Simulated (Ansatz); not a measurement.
**CH₄Cl₂GeS: one species, many methods**

One table from this session's results is given with a row withheld; the runs are named, their logs left out.

Program: Ansatz 0.2.0, Gaussian basis. Level of theory: functionals in def2-TZVPP, the program's frozen cores in correlated methods. These are calculated values, not measurements.

Plan: LDA (SPW92), PBE-D4, revPBE-D4, BLYP-D4, r2SCAN-D4, B97M-V, PBE0-D4, B3LYP-D4, r2SCANh-D4, r2SCAN0-D4, HSE06-D4, BHLYP-D4, CAM-B3LYP-D4, LC-ωPBE, ωB97X-V, ωB97M-V, B2PLYP, PBE-QIDH; CCSD(T)/def2-SVP; CCSD(T)/def2-TZVPP; MP2/def2-QZVPP; extrapolation to the limit; RPA on PBE.

**Structure used throughout**

The geometry comes from an earlier relaxation with PBE0-D4 in a triple-zeta def2 set; it is a stationary point, not always the lowest conformer.

SMILES `[CH3][Ge]([SH])([Cl])[Cl]`, 9 atoms, charge 0, spin multiplicity 1.

Atoms are counted from 1 here; the program's logs count them from 0.

Bond lengths: C1–Ge2 1.932 Å, C1–H6 1.090 Å, C1–H7 1.090 Å, C1–H8 1.090 Å, Ge2–S3 2.205 Å, Ge2–Cl4 2.143 Å, Ge2–Cl5 2.151 Å, S3–H9 1.345 Å. Angles: Ge2–C1–H6 109.1°, Ge2–C1–H7 109.3°, Ge2–C1–H8 109.0°, H6–C1–H7 109.8°, H6–C1–H8 110.0°, H7–C1–H8 109.6°, C1–Ge2–S3 115.9°, C1–Ge2–Cl4 110.0°, C1–Ge2–Cl5 108.3°, S3–Ge2–Cl4 104.6°, S3–Ge2–Cl5 109.8°, Cl4–Ge2–Cl5 108.0°, Ge2–S3–H9 92.7°.

Set-up of the first run:

in.yaml reads:

```yaml
crystal:
  periodic: [false, false, false]
  atoms:
    - {symbol: C, position_ang: [-1.271443, -0.195320, 0.101344]}
    - {symbol: Ge, position_ang: [0.540638, 0.212510, -0.429708]}
    - {symbol: S, position_ang: [2.123609, -0.946258, 0.577107]}
    - {symbol: Cl, position_ang: [0.805302, -0.208513, -2.513756]}
    - {symbol: Cl, position_ang: [0.874003, 2.316087, -0.129886]}
    - {symbol: H, position_ang: [-1.465680, -1.252589, -0.077634]}
    - {symbol: H, position_ang: [-1.396155, 0.029458, 1.160843]}
    - {symbol: H, position_ang: [-1.958136, 0.414955, -0.485045]}
    - {symbol: H, position_ang: [1.836361, -0.416530, 1.779533]}
basis:
  gaussian: {orbitals: def2-TZVPP}
hamiltonian: {xc: lda}
output: {orbitals: {seedname: orbitals}}
```

Among the steps run: LDA; PBE-D4 (GGA); revPBE-D4 (GGA); BLYP-D4 (GGA); r2SCAN-D4 (meta-GGA); B97M-V (meta-GGA); PBE0-D4 (hybrid); B3LYP-D4 (hybrid); r2SCANh-D4 (hybrid); r2SCAN0-D4 (hybrid); HSE06-D4 (hybrid); BHLYP-D4 (hybrid); CAM-B3LYP-D4 (range-separated); LC-ωPBE-D4 (range-separated; the results give it without D4); ωB97X-V (range-separated); ωB97M-V (range-separated); B2PLYP (double hybrid); PBE-QIDH (double hybrid).

One of the session's tables, all rows but one given; the rest of the session is left out.

It belongs to the step «Orbital energies across the functionals». 

| functional | HOMO (eV) | gap (eV) |
| --- | --- | --- |
| LDA (SPW92) | -6.76 | 4.62 |
| PBE-D4 | -6.63 | 4.77 |
| revPBE-D4 | -6.58 | 4.82 |
| BLYP-D4 | -6.45 | 4.66 |
| r2SCAN-D4 | -6.94 | 5.33 |
| B97M-V | -7.02 | 5.52 |
| PBE0-D4 | -7.90 | 7.02 |
| B3LYP-D4 | -7.63 | 6.45 |
| r2SCANh-D4 | -7.40 | 6.14 |
| r2SCAN0-D4 | -8.10 | 7.37 |
| HSE06-D4 | -7.50 | 6.25 |
| BHLYP-D4 | -9.01 | 9.19 |
| CAM-B3LYP-D4 | -9.23 | 9.40 |
| LC-ωPBE | ? | ? |
| ωB97X-V | -10.29 | 11.61 |
| ωB97M-V | -10.11 | 11.25 |

Estimate the missing values for LC-ωPBE.

The run gave: HOMO (eV): -10.68; gap (eV): 12.07. In the column «HOMO (eV)» it is the lowest.
